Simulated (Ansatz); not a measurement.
**InBr₂ radical: up Jacob's ladder to CCSD(T)**

How much do the methods differ for InBr₂ radical? The plan is to run it at one geometry with functionals of several rungs and with coupled cluster, and see how far each lands from CCSD(T) at the basis-set limit for the atomisation energy.

The runs use Ansatz 0.2.0, Gaussian basis; functionals in def2-TZVPP, the program's frozen cores in correlated methods.

The runs, in order: LDA (SPW92), PBE-D4, revPBE-D4, BLYP-D4, r2SCAN-D4, B97M-V, PBE0-D4, B3LYP-D4, r2SCANh-D4, r2SCAN0-D4, HSE06-D4, BHLYP-D4, CAM-B3LYP-D4, LC-ωPBE, ωB97X-V, ωB97M-V, B2PLYP, PBE-QIDH; CCSD(T)/def2-SVP; CCSD(T)/def2-TZVPP; MP2/def2-QZVPP; extrapolation to the limit; RPA on PBE.

### Step 1. The relaxed structure

All runs share one geometry, relaxed beforehand with PBE0-D4 in a triple-zeta def2 set. In takes the def2 core potential; no spin-orbit term is included.

SMILES `[Br][In][Br]`, 3 atoms, charge 0, spin multiplicity 2.

Atoms are counted from 1 here; the program's logs count them from 0.

Bond lengths: Br1–In2 2.504 Å, In2–Br3 2.504 Å. Angles: Br1–In2–Br3 120.7°.

### Step 2. LDA

This LDA is Slater exchange with PW92 correlation.

The input, in.yaml:

```yaml
crystal:
  periodic: [false, false, false]
  atoms:
    - {symbol: Br, position_ang: [0.282838, 2.140927, 0.378741]}
    - {symbol: In, position_ang: [-0.729576, -0.013397, -0.398431]}
    - {symbol: Br, position_ang: [0.435738, -2.192429, 0.006490]}
basis:
  gaussian: {orbitals: def2-TZVPP}
magnetization: {spin_polarized: true, initial_magnetization: 1}
hamiltonian: {xc: lda}
output: {orbitals: {seedname: orbitals}}
```

Launch:

```
> ansatz run in.yaml --threads 4 --pin off --events-out ev --progress --plain --max-ram 10444MiB
```

The runs that follow: PBE-D4 (GGA); revPBE-D4 (GGA); BLYP-D4 (GGA); r2SCAN-D4 (meta-GGA); B97M-V (meta-GGA); B3LYP-D4 (hybrid); r2SCANh-D4 (hybrid); r2SCAN0-D4 (hybrid); HSE06-D4 (hybrid); BHLYP-D4 (hybrid); CAM-B3LYP-D4 (range-separated); LC-ωPBE (range-separated); ωB97X-V (range-separated); ωB97M-V (range-separated); B2PLYP (double hybrid); PBE-QIDH (double hybrid); CCSD(T) in def2-SVP; CCSD(T) in def2-TZVPP; MP2 in def2-QZVPP; RPA on PBE orbitals.

Before running them: what should the planned runs give, taken together? Wanted: atomisation energy, CCSD(T)/CBS; farthest beyond LDA; mean size of error, GGA; mean size of error, meta-GGA; mean size of error, hybrid; mean size of error, range-separated; mean size of error, double hybrid; gap, smallest and largest; T1 diagnostic.

**Answer**, as computed:

| quantity | value |
| --- | --- |
| atomisation energy, CCSD(T)/CBS | 575.9 kJ/mol |
| functionals within 5.8 kJ/mol (1.0 %) | PBE0-D4, r2SCAN0-D4, HSE06-D4, PBE-QIDH |
| farthest beyond LDA | BHLYP-D4 (-38.7 kJ/mol) |
| mean size of error, GGA | 19.9 kJ/mol |
| mean size of error, meta-GGA | 11.5 kJ/mol |
| mean size of error, hybrid | 13.9 kJ/mol |
| mean size of error, range-separated | 24.7 kJ/mol |
| mean size of error, double hybrid | 19.5 kJ/mol |
| gap, smallest and largest | 0.53 eV (LDA (SPW92)), 6.99 eV (LC-ωPBE) |
| T1 diagnostic | 0.0144 |
| triples share of the correlation energy | 3.3 % |

**Reading.** LDA overbinds by 94.8 kJ/mol (16 %). PBE-D4 misses by +6.8 kJ/mol. Double hybrids carry the basis error of their MP2 part in triple zeta, and no dispersion term here, so their miss is partly the set-up's. Taken by rung, meta-GGA functionals do best (11.5 kJ/mol on average) and range-separated ones worst beyond LDA (24.7 kJ/mol). GGA functionals lie within the reference's doubt of that worst mean (19.9 kJ/mol), so those two tie. The gap between the best rungs is small, so their order is not settled. RPA and LDA stand outside this count. Misses under about 5.8 kJ/mol are within the doubt on the reference itself, which lacks core-valence correlation, spin-orbit coupling and higher excitations, and its outer-core shells are covered unevenly. All levels share the lack of spin-orbit coupling, which lowers the free heavy atoms and so the true binding. Hartree-Fock recovers 72 % of the binding; the rest is correlation. CCSD(T) in def2-SVP is off by -66.7 kJ/mol, more than most functionals: a good method in a small basis is no reference. Orbital gaps span 0.5 to 7.0 eV; exact exchange widens them. Correlated methods include outer-core shells of Br, In, which these sets cover unevenly.
